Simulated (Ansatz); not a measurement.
This script makes an equation of state with a fit of Ge, space group I4_1/amd with the Python package of Ansatz (0.2.0).

Script `ge_eos.py`:
```python
# -*- coding: utf-8 -*-
"""Bulk modulus of Ge from an E(V) curve."""

import warnings

import ansatz as az
import numpy as np
from pymatgen.analysis.eos import EOS

vectors0 = np.array([
    [-2.57449, 2.57449, 1.397413],
    [2.57449, -2.57449, 1.397413],
    [2.57449, 2.57449, -1.397413],
])
sites = [
    ("Ge", (0.25, 0.75, 0.5)),
    ("Ge", (0.5, 0.5, 0.0)),
]


def build(cell):
    crystal = az.Crystal(lattice=az.Lattice.of(cell))
    for symbol, position in sites:
        crystal = crystal.atom(symbol, position)
    return crystal

warnings.simplefilter("ignore", az.DeckWarning)

# scale the volume, keep shape and fractions
volumes, energies = [], []
for scale in np.linspace(0.92, 1.08, 7):
    cell = vectors0 * scale ** (1 / 3)
    calc = build(cell).calculation()
    calc = calc.functional(az.Functional.PBESOL)
    calc = calc.pseudopotentials("paw").basis(450)
    calc = calc.occupations("Fermi-Dirac")
    calc = calc.kpoints(12, 12, 12)
    rep = calc.run().report
    volumes.append(abs(np.linalg.det(cell)) / len(sites))
    energies.append(rep["free_energy_ev"] / len(sites))
    print(f"V = {volumes[-1]:8.4f} A^3/atom  F = {energies[-1]:.5f} eV/atom")

for form in ["pourier_tarantola", "murnaghan"]:
    fit = EOS(eos_name=form).fit(volumes, energies)
    print(f"{form:18s} V0 {fit.v0:8.4f} A^3/atom  B0 {fit.b0_GPa:7.1f} GPa  B1 {fit.b1:5.2f}")
```

From its runs, with one value withheld:

| V (Å³/atom) | F less the lowest row shown (meV/atom) |
| --- | --- |
| 17.042 | 25.99 |
| 17.536 | 9.28 |
| 18.030 | 1.00 |
| 18.524 | 0.00 |
| 19.018 | 5.24 |
| 19.512 | 15.86 |
| 20.006 | ? |

What is the missing energy at 20.006 Å³ an atom?

A third-order Birch-Murnaghan fit, E = E0 + (9 V0 B0 / 16) [(t - 1)³ B' + (t - 1)² (6 - 4t)] with t = (V0/V)^(2/3), through the 6 rows shown gives V0 = 18.349 Å³, B0 = 79.2 GPa, B' = 4.57 and E0 = -0.41 meV. At V = 20.006 Å³, t = 0.94398, and the fit extrapolates to 31.12 meV. The run gave 31.09 meV, a miss of 0.02 meV.

Shape and fractional positions are held along the curve, so the bulk modulus is an upper value where they are free to relax. This isn't the structure that Ge takes at ambient conditions. Run time: 39 s on 1 thread of Intel(R) Xeon(R) Processor @ 2.30GHz, on a shared host, peak memory 0.65 GiB.
